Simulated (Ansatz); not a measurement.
# B3Sb2P: the cost of one run

Computed with Ansatz 0.2.0 (DFT PBE, scalar-relativistic, plane waves, PAW, unless a step's input says otherwise).

**1. The structure to begin with**

It takes space group P6/mmm (No. 191, hexagonal). Conventional cell: a = 5.670 Å, b = 5.670 Å, c = 3.493 Å, α = 90.00°, β = 90.00°, γ = 120.00°. B (site symmetry mmm) has 4 Sb at 2.39 Å in its first shell of neighbours. Sb (site symmetry -6m2) is surrounded by 6 B at 2.39 Å and 3 Sb at 3.27 Å and 3 P at 3.27 Å. Around P (site symmetry 6/mmm) lie 6 Sb at 3.27 Å and 12 B at 3.33 Å.

Coordinates:

```cif
data_structure
_symmetry_space_group_name_H-M 'P6/mmm'
_symmetry_Int_Tables_number 191
_cell_length_a 5.6695
_cell_length_b 5.6695
_cell_length_c 3.4933
_cell_angle_alpha 90.000
_cell_angle_beta 90.000
_cell_angle_gamma 120.000
_cell_volume 97.24
loop_
_atom_site_label
_atom_site_type_symbol
_atom_site_symmetry_multiplicity
_atom_site_Wyckoff_symbol
_atom_site_fract_x
_atom_site_fract_y
_atom_site_fract_z
_atom_site_occupancy
B1 B 3 g 0.50000 0.00000 0.50000 1
Sb1 Sb 2 c 0.33333 0.66667 0.00000 1
P1 P 1 a 0.00000 0.00000 0.00000 1
```

The cell is invented: species swapped into a database cell of ScCo3B2 (P6/mmm, No. 191), with P on the Sc sites, B on the Co sites and Sb on the B sites. The dimensions are guesses.

**2. The guess as it stands, on a coarse mesh**

Input file input.yaml:

```yaml
crystal:
  lattice:
    - [5.66950517, 0.0, 0.0]
    - [-2.83475258, 4.9099355, 0.0]
    - [0.0, 0.0, 3.49331976]
  atoms:
    - { symbol: B, position: [0.5, 0.0, 0.5] }
    - { symbol: B, position: [0.5, 0.5, 0.5] }
    - { symbol: B, position: [0.0, 0.5, 0.5] }
    - { symbol: Sb, position: [0.33333333, 0.66666667, 0.0] }
    - { symbol: Sb, position: [0.66666667, 0.33333333, 0.0] }
    - { symbol: P, position: [0.0, 0.0, 0.0] }
basis:
  ecutwfc: 420
kpoints:
  mp_grid: { grid: [6, 6, 6] }
hamiltonian:
  xc: pbe
scf:
  occupations: { method: gaussian, width: 0.1 }
  lower_state_search: "off"
output:
  forces: true
  stress: true
  eigenvalues: true
```

Command:

```sh
ansatz run input.yaml --threads 1 --pin off --max-ram 2560MiB --backend cpu --events-out ev --progress --plain --runs-dir out
```

**Question.** How long does this run take on 1 thread of Intel Xeon at 2.50GHz (Skylake/Cascade Lake), shared host, and how much memory does it need?

About 9.1 s, with a peak of 0.4 GiB.
